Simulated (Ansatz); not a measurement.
# H6NSbSi: one species, many methods

How much do the methods differ for H6NSbSi? The plan is to run it at one geometry with functionals of several rungs and with coupled cluster, and see how far each lands from CCSD(T) at the basis-set limit for the atomisation energy.

Computed with Ansatz 0.2.0, Gaussian basis. Level: functionals in def2-TZVPP, the program's frozen cores in correlated methods.

Plan: LDA (SPW92), PBE-D4, revPBE-D4, BLYP-D4, r2SCAN-D4, B97M-V, PBE0-D4, B3LYP-D4, r2SCANh-D4, r2SCAN0-D4, HSE06-D4, BHLYP-D4, CAM-B3LYP-D4, LC-ωPBE, ωB97X-V, ωB97M-V, B2PLYP, PBE-QIDH; CCSD(T)/def2-SVP; CCSD(T)/def2-TZVPP; MP2/def2-QZVPP; extrapolation to the limit; RPA on PBE.

### Step 1. The geometry

The geometry comes from an earlier relaxation with PBE0-D4 in a triple-zeta def2 set; it is a stationary point, not always the lowest conformer. Sb takes the def2 core potential; no spin-orbit term is included.

SMILES `[SiH3][NH][SbH2]`, 9 atoms, charge 0, spin multiplicity 1.

Atoms are counted from 1 here; the program's logs count them from 0.

Bond lengths: Si1–N2 1.720 Å, Si1–H4 1.492 Å, Si1–H5 1.489 Å, Si1–H6 1.487 Å, N2–Sb3 2.028 Å, N2–H7 1.008 Å, Sb3–H8 1.720 Å, Sb3–H9 1.713 Å. Angles: N2–Si1–H4 113.7°, N2–Si1–H5 108.9°, N2–Si1–H6 108.8°, H4–Si1–H5 108.1°, H4–Si1–H6 107.2°, H5–Si1–H6 110.1°, Si1–N2–Sb3 126.1°, Si1–N2–H7 118.1°, Sb3–N2–H7 112.7°, N2–Sb3–H8 96.6°, N2–Sb3–H9 94.5°, H8–Sb3–H9 90.0°.

### Step 2. LDA

This LDA is Slater exchange with PW92 correlation.

in.yaml

```yaml
crystal:
  periodic: [false, false, false]
  atoms:
    - {symbol: Si, position_ang: [-0.535803, 0.681937, -0.852027]}
    - {symbol: N, position_ang: [0.916018, 0.006607, -0.224718]}
    - {symbol: Sb, position_ang: [1.070137, -1.185471, 1.408322]}
    - {symbol: H, position_ang: [-1.484287, -0.334159, -1.395415]}
    - {symbol: H, position_ang: [-0.193646, 1.629002, -1.948597]}
    - {symbol: H, position_ang: [-1.241335, 1.399312, 0.242653]}
    - {symbol: H, position_ang: [1.705684, -0.079521, -0.845400]}
    - {symbol: H, position_ang: [-0.388037, -2.060453, 1.153322]}
    - {symbol: H, position_ang: [0.239669, -0.103553, 2.444759]}
basis:
  gaussian: {orbitals: def2-TZVPP}
hamiltonian: {xc: lda}
output: {orbitals: {seedname: orbitals}}
```

On the command line:

```console
ansatz run in.yaml --threads 2 --pin off --events-out ev --progress --plain --max-ram 4352MiB
```

Further steps of the session: PBE-D4 (GGA); revPBE-D4 (GGA); BLYP-D4 (GGA); r2SCAN-D4 (meta-GGA); B97M-V (meta-GGA); PBE0-D4 (hybrid); B3LYP-D4 (hybrid); r2SCANh-D4 (hybrid); r2SCAN0-D4 (hybrid); HSE06-D4 (hybrid); BHLYP-D4 (hybrid); CAM-B3LYP-D4 (range-separated); LC-ωPBE (range-separated); ωB97X-V (range-separated); ωB97M-V (range-separated); B2PLYP (double hybrid); PBE-QIDH (double hybrid); CCSD(T) in def2-SVP; CCSD(T) in def2-TZVPP; MP2 in def2-QZVPP; RPA on PBE orbitals.

Q: Predict the results of all the runs planned. Wanted: atomisation energy, CCSD(T)/CBS; farthest beyond LDA; mean size of error, GGA; mean size of error, meta-GGA; mean size of error, hybrid; mean size of error, range-separated; mean size of error, double hybrid; gap, smallest and largest; T1 diagnostic.

As calculated:

| quantity | value |
| --- | --- |
| atomisation energy, CCSD(T)/CBS | 2516.4 kJ/mol |
| functionals within 25.2 kJ/mol (1.0 %) | PBE-D4, BLYP-D4, B97M-V, B3LYP-D4, CAM-B3LYP-D4, ωB97M-V |
| farthest beyond LDA | PBE-QIDH (-78.5 kJ/mol) |
| mean size of error, GGA | 27.1 kJ/mol |
| mean size of error, meta-GGA | 27.0 kJ/mol |
| mean size of error, hybrid | 49.0 kJ/mol |
| mean size of error, range-separated | 28.8 kJ/mol |
| mean size of error, double hybrid | 61.3 kJ/mol |
| gap, smallest and largest | 4.20 eV (LDA (SPW92)), 11.18 eV (LC-ωPBE) |
| T1 diagnostic | 0.0130 |
| triples share of the correlation energy | 3.2 % |

**Reading.** The LDA atomisation energy is off by 321.4 kJ/mol (13 %): it overbinds. PBE-D4 is off by -13.0 kJ/mol. Double hybrids carry the basis error of their MP2 part in triple zeta, and no dispersion term here, so their miss is partly the set-up's. Taken by rung, meta-GGA functionals do best (27.0 kJ/mol on average) and double hybrid ones worst beyond LDA (61.3 kJ/mol). The gap between the best rungs is small, so their order is not settled. The reference freezes the cores and leaves out spin-orbit coupling and excitations past (T), and its outer-core shells are covered unevenly, so misses under about 25.2 kJ/mol can't be ranked. All levels share the lack of spin-orbit coupling, which lowers the free heavy atoms and so the true binding. Hartree-Fock recovers 68 % of the binding; the rest is correlation. CCSD(T) in def2-SVP is off by -253.7 kJ/mol, which most functionals beat. The gap grows from 4.2 to 11.2 eV across the functionals, mostly with the share of exact exchange. Correlated methods include outer-core shells of Sb, which these sets cover unevenly.
